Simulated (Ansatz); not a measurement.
# C₂H₁₀OSi₂: a ladder of functionals and wavefunction methods

How much do the methods differ for C₂H₁₀OSi₂? The plan is to run it at one geometry with functionals of several rungs and with coupled cluster, and see how far each lands from CCSD(T) at the basis-set limit for the atomisation energy.

Computed with Ansatz 0.2.0, Gaussian basis. Level: functionals in def2-TZVPP, the program's frozen cores in correlated methods.

The runs, in order: PBE-D4, r2SCAN-D4, PBE0-D4, B3LYP-D4, ωB97X-V, ωB97M-V, B2PLYP; CCSD(T)/def2-TZVPP; MP2/def2-QZVPP; extrapolation to the limit.

## Step 1: Structure used throughout

All runs share one geometry, relaxed beforehand with PBE0-D4 in a triple-zeta def2 set.

15 atoms, charge 0, spin multiplicity 1.

Atoms are counted from 1 here; the program's logs count them from 0.

Bond lengths: C1–O2 1.408 Å, C1–H6 1.096 Å, C1–H7 1.091 Å, C1–H8 1.096 Å, O2–Si3 1.645 Å, Si3–C4 1.855 Å, Si3–H9 1.492 Å, Si3–H10 1.492 Å, C4–Si5 1.872 Å, C4–H11 1.095 Å, C4–H12 1.095 Å, Si5–H13 1.487 Å, Si5–H14 1.487 Å, Si5–H15 1.487 Å. Angles: O2–C1–H6 111.6°, O2–C1–H7 108.3°, O2–C1–H8 111.6°, H6–C1–H7 108.4°, H6–C1–H8 108.5°, H7–C1–H8 108.4°, C1–O2–Si3 122.4°, O2–Si3–C4 107.8°, O2–Si3–H9 109.9°, O2–Si3–H10 109.9°, C4–Si3–H9 110.8°, C4–Si3–H10 110.8°, H9–Si3–H10 107.7°, Si3–C4–Si5 114.9°, Si3–C4–H11 108.5°, Si3–C4–H12 108.5°, Si5–C4–H11 108.7°, Si5–C4–H12 108.7° and more.

## Step 2: PBE-D4 (GGA)

The input, in.yaml:

```yaml
crystal:
  periodic: [false, false, false]
  atoms:
    - {symbol: C, position_ang: [-2.029407, 0.873914, 2.025963]}
    - {symbol: O, position_ang: [-1.124177, -0.007113, 1.404670]}
    - {symbol: Si, position_ang: [-0.254865, 0.416867, 0.073945]}
    - {symbol: C, position_ang: [0.799496, -1.033339, -0.401439]}
    - {symbol: Si, position_ang: [1.880294, -0.764127, -1.906402]}
    - {symbol: H, position_ang: [-2.833571, 1.172858, 1.343152]}
    - {symbol: H, position_ang: [-2.475101, 0.361328, 2.880192]}
    - {symbol: H, position_ang: [-1.526735, 1.778483, 2.388402]}
    - {symbol: H, position_ang: [0.590038, 1.608500, 0.377770]}
    - {symbol: H, position_ang: [-1.177351, 0.787798, -1.038525]}
    - {symbol: H, position_ang: [0.145856, -1.892321, -0.587661]}
    - {symbol: H, position_ang: [1.439729, -1.291362, 0.449030]}
    - {symbol: H, position_ang: [1.045888, -0.452721, -3.097757]}
    - {symbol: H, position_ang: [2.683594, -1.980533, -2.201840]}
    - {symbol: H, position_ang: [2.814614, 0.370966, -1.680199]}
basis:
  gaussian: {orbitals: def2-TZVPP}
hamiltonian: {xc: pbe, dispersion: d4}
output: {forces: true, orbitals: {seedname: orbitals}}
```

Run with:

```sh
$ ansatz run in.yaml --threads 2 --pin off --events-out ev --progress --plain --max-ram 22528MiB --backend cuda --devices 0, --max-vram 18GiB
```

After this run come: r2SCAN-D4 (meta-GGA); PBE0-D4 (hybrid); B3LYP-D4 (hybrid); ωB97X-V (range-separated); ωB97M-V (range-separated); B2PLYP (double hybrid); CCSD(T) in def2-TZVPP; MP2 in def2-QZVPP.

**Question.** What will the summary of the whole plan be? Wanted: atomisation energy, CCSD(T)/CBS; farthest; mean size of error, hybrid; mean size of error, range-separated; gap, smallest and largest; T1 diagnostic; triples share of the correlation energy.

**Answer**, as computed:

| quantity | value |
| --- | --- |
| atomisation energy, CCSD(T)/CBS | 1263.1 kcal/mol |
| functionals within 6.3 kcal/mol (0.5 %) | PBE-D4, r2SCAN-D4, B3LYP-D4, ωB97X-V, ωB97M-V |
| farthest | B2PLYP (-16.7 kcal/mol) |
| mean size of error, hybrid | 6.4 kcal/mol |
| mean size of error, range-separated | 2.4 kcal/mol |
| gap, smallest and largest | 6.07 eV (PBE-D4), 12.91 eV (ωB97X-V) |
| T1 diagnostic | 0.0109 |
| triples share of the correlation energy | 3.5 % |

PBE-D4 is off by +0.1 kcal/mol. Double hybrids carry the basis error of their MP2 part in triple zeta, and no dispersion term here, so their miss is partly the set-up's. The reference freezes the cores and leaves out relativity and excitations past (T), so misses under about 6.3 kcal/mol can't be ranked. Hartree-Fock recovers 75 % of the binding; the rest is correlation. The gap grows from 6.1 to 12.9 eV across the functionals, mostly with the share of exact exchange.
